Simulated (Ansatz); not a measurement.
**CH3CdClS: taking an electron away**

One table from this session's results is given with a row withheld; the runs are named, their logs left out.

Computed with Ansatz 0.2.0, Gaussian basis. Level: unrestricted cation, the program's frozen cores in correlated methods.

Plan: UKS PBE-D4/def2-TZVPP; UKS r2SCAN-D4/def2-TZVPP; UKS PBE0-D4/def2-TZVPP; UKS B3LYP-D4/def2-TZVPP; UKS wB97X-V/def2-TZVPP; UKS wB97M-V/def2-TZVPP; UKS B2PLYP/def2-TZVPP; UHF-CCSD(T)/def2-TZVPP; UHF-MP2/def2-QZVPP; extrapolation to the limit; then −ε(HOMO) from the neutral's earlier runs with LDA (SPW92), PBE-D4, revPBE-D4, BLYP-D4, r2SCAN-D4, B97M-V, PBE0-D4, B3LYP-D4, r2SCANh-D4, r2SCAN0-D4, HSE06-D4, BHLYP-D4, CAM-B3LYP-D4, LC-ωPBE, ωB97X-V, ωB97M-V.

**The geometry**

An earlier PBE0-D4 in a triple-zeta def2 set relaxation fixed the geometry. Cd takes the def2 core potential; no spin-orbit term is included.

SMILES `C[S][Cd][Cl]`, 7 atoms, charge 0, spin multiplicity 1.

Atoms are counted from 1 here; the program's logs count them from 0.

Bond lengths: C1–S2 1.822 Å, C1–H5 1.089 Å, C1–H6 1.090 Å, C1–H7 1.089 Å, S2–Cd3 2.324 Å, Cd3–Cl4 2.283 Å. Angles: S2–C1–H5 112.0°, S2–C1–H6 105.8°, S2–C1–H7 112.0°, H5–C1–H6 108.4°, H5–C1–H7 110.1°, H6–C1–H7 108.4°, C1–S2–Cd3 102.8°, S2–Cd3–Cl4 179.1°.

Set-up of the first run:

Contents of in.yaml:

```yaml
crystal:
  periodic: [false, false, false]
  atoms:
    - {symbol: C, position_ang: [-0.240374, 1.241963, -0.133888]}
    - {symbol: S, position_ang: [0.954504, 0.342752, 0.906768]}
    - {symbol: Cd, position_ang: [0.540858, -1.879347, 0.366287]}
    - {symbol: Cl, position_ang: [0.160810, -4.072221, -0.140982]}
    - {symbol: H, position_ang: [-1.269778, 0.986830, 0.112806]}
    - {symbol: H, position_ang: [-0.086438, 2.299217, 0.084492]}
    - {symbol: H, position_ang: [-0.059591, 1.080818, -1.195482]}
basis:
  gaussian: {orbitals: def2-TZVPP}
total_charge: 1
magnetization: {spin_polarized: true, initial_magnetization: 1}
hamiltonian: {xc: pbe, dispersion: d4}
```

Command:

```bash
$ ansatz run in.yaml --threads 2 --pin off --events-out ev --progress --plain --max-ram 32768MiB --backend cpu
```

Steps of the session up to this table: Cation, UKS PBE-D4/def2-TZVPP; Cation, UKS r2SCAN-D4/def2-TZVPP; Cation, UKS PBE0-D4/def2-TZVPP; Cation, UKS B3LYP-D4/def2-TZVPP; Cation, UKS wB97X-V/def2-TZVPP; Cation, UKS wB97M-V/def2-TZVPP; Cation, UKS B2PLYP (frozen core)/def2-TZVPP; Cation, UHF-CCSD(T)/def2-TZVPP; Cation, UHF-MP2/def2-QZVPP.

One of the session's tables, all rows but one given; the rest of the session is left out.

It belongs to the step «Ionisation energies side by side». For comparison, −ε(HOMO) of the neutral from earlier runs:

```
  functional  −ε(HOMO) (eV)
 LDA (SPW92)           5.97
      PBE-D4           5.81
   revPBE-D4           5.75
     BLYP-D4           5.66
   r2SCAN-D4           6.05
      B97M-V           6.10
     PBE0-D4           6.98
    B3LYP-D4           6.76
  r2SCANh-D4           6.48
  r2SCAN0-D4              ?
    HSE06-D4           6.58
    BHLYP-D4           8.01
CAM-B3LYP-D4           8.29
     LC-ωPBE           9.63
     ωB97X-V           9.29
     ωB97M-V           9.14
```

Estimate the missing values for r2SCAN0-D4.

Worked estimate for «−ε(HOMO) (eV)». Against the share of exact exchange, r2SCAN-D4 (0, 6.05), r2SCANh-D4 (0.1, 6.48) give a slope of 4.30 per unit share; at 0.25 the line stands at 7.12.

**Answer.** −ε(HOMO) (eV): 7.14. In «−ε(HOMO) (eV)» the line misses by -0.02.
